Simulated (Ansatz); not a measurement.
# GeH4O: the cost of one run

Method: PBE0-D4/def2-TZVP structures, single points in def2-TZVPP, no counterpoise correction; program: Ansatz 0.2.0, Gaussian basis.

Levels: SPW92, PBE-D4, BLYP-D4, r2SCAN-D4, B97M-V, PBE0-D4, B3LYP-D4, r2SCAN0-D4, BHLYP-D4, CAM-B3LYP-D4, wB97X-V, wB97M-V, B2PLYP, PBE-QIDH, RPA on PBE, Hartree-Fock, MP2, CCSD, CCSD(T).

Cores are frozen in the correlated methods. Filled d shells of the heavier atoms are correlated. B3LYP uses VWN-RPA correlation. B2PLYP carries no dispersion term here.

94 further runs of the same task are left out: 94 set aside as unsound or not needed.

### 1 The starting structure

The complex: 8 atoms, charge 0, spin multiplicity 1.

Atoms are counted from 1 here; the program's logs count them from 0.

Bond lengths: Ge1–O2 1.805 Å, Ge1–H3 1.526 Å, Ge1–H4 1.536 Å, Ge1–H5 1.536 Å, O2–H8 0.960 Å, H6–F7 0.946 Å. Angles: O2–Ge1–H3 103.4°, O2–Ge1–H4 108.6°, O2–Ge1–H5 107.6°, H3–Ge1–H4 112.8°, H3–Ge1–H5 112.8°, H4–Ge1–H5 111.0°, Ge1–O2–H8 113.9°.

As a file:

```mol
FGeH5O
  3D, bonds by distance, orders not assigned

  8  6  0  0  0  0  0  0  0  0999 V2000
   -0.9806   -0.1045   -0.4501 Ge  0  0
    0.3942    0.7063    0.3926 O   0  0
   -0.3321   -0.6944   -1.6997 H   0  0
   -1.5639   -1.1770    0.4815 H   0  0
   -2.0278    0.9715   -0.7732 H   0  0
    1.8004   -0.1239    0.4206 H   0  0
    2.5564   -0.6914    0.4008 F   0  0
    0.1533    1.1134    1.2277 H   0  0
  1  2  8  0
  1  3  8  0
  1  4  8  0
  1  5  8  0
  2  8  8  0
  6  7  8  0
M  END
```

Its parts: GeH₄O holds atoms 1, 2, 3, 4, 5, 8; HF holds atoms 6, 7. Each part counts its atoms afresh in its own runs.

### 2 Relaxing GeH₄O alone

relax-a/in.yaml

```yaml
crystal:
  periodic: [false, false, false]
  atoms:
    - {symbol: Ge, position_ang: [-0.980575, -0.104539, -0.450141]}
    - {symbol: O, position_ang: [0.394214, 0.706349, 0.392626]}
    - {symbol: H, position_ang: [-0.332079, -0.694394, -1.699718]}
    - {symbol: H, position_ang: [-1.563872, -1.176952, 0.481505]}
    - {symbol: H, position_ang: [-2.027799, 0.971489, -0.773213]}
    - {symbol: H, position_ang: [0.153309, 1.113402, 1.227718]}
basis:
  gaussian: {orbitals: def2-TZVP}
hamiltonian: {xc: pbe0, dispersion: d4}
relax: {f_tol: 0.005, max_steps: 200}
```

The run is started by

```sh
$ ansatz run in.yaml --threads 4 --pin off --events-out ev --progress --plain --max-ram 9574MiB
```

**Question.** How long does this run take on 4 threads of Arm Neoverse V1, shared host?

About 5.5 s.
